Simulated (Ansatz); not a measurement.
# La3F: the cost of one run

Method: DFT PBE, scalar-relativistic, plane waves, PAW, in Ansatz 0.2.0.

## Step 1: Starting point

Symmetry: Pm-3n, No. 223, cubic system. The conventional cell has a = 6.085 Å, b = 6.085 Å, c = 6.085 Å, α = 90.00°, β = 90.00°, γ = 90.00°. La (site symmetry -4m2) has 2 La at 3.04 Å and 4 F at 3.40 Å in its first shell of neighbours. F (site symmetry m-3) is surrounded by 12 La at 3.40 Å.

Coordinates:

```
La F
1.0
     6.08471    0.00000    0.00000
     0.00000    6.08471    0.00000
     0.00000    0.00000    6.08471
La F
6 2
Direct
  0.00000 0.25000 0.50000
  0.00000 0.75000 0.50000
  0.25000 0.50000 0.00000
  0.75000 0.50000 0.00000
  0.50000 0.00000 0.25000
  0.50000 0.00000 0.75000
  0.50000 0.50000 0.50000
  0.00000 0.00000 0.00000
```

A structure generator made this guess: species swapped into a database cell of Ti3Pt (Pm-3n, No. 223), with La on the Ti sites and F on the Pt sites. Its size is a rough estimate.

## Step 2: The guess as it stands, on a coarse mesh

Input file input.yaml:

```yaml
crystal:
  lattice:
    - [6.08470542, 0.0, 0.0]
    - [0.0, 6.08470542, 0.0]
    - [0.0, 0.0, 6.08470542]
  atoms:
    - { symbol: La, position: [0.0, 0.25, 0.5] }
    - { symbol: La, position: [0.0, 0.75, 0.5] }
    - { symbol: La, position: [0.25, 0.5, 0.0] }
    - { symbol: La, position: [0.75, 0.5, 0.0] }
    - { symbol: La, position: [0.5, 0.0, 0.25] }
    - { symbol: La, position: [0.5, 0.0, 0.75] }
    - { symbol: F, position: [0.5, 0.5, 0.5] }
    - { symbol: F, position: [0.0, 0.0, 0.0] }
basis:
  ecutwfc: 420
kpoints:
  mp_grid: { grid: [4, 4, 4] }
hamiltonian:
  xc: pbe
scf:
  occupations: { method: gaussian, width: 0.1 }
  lower_state_search: "off"
output:
  forces: true
  stress: true
  eigenvalues: true
```

Run with:

```console
ansatz run input.yaml --threads 1 --pin off --max-ram 2560MiB --backend cpu --events-out ev --progress --plain --runs-dir out
```

Q: Estimate wall time and peak memory on 1 thread of AMD EPYC (Zen 3), shared host.

About 26 s, with a peak of 0.52 GiB.
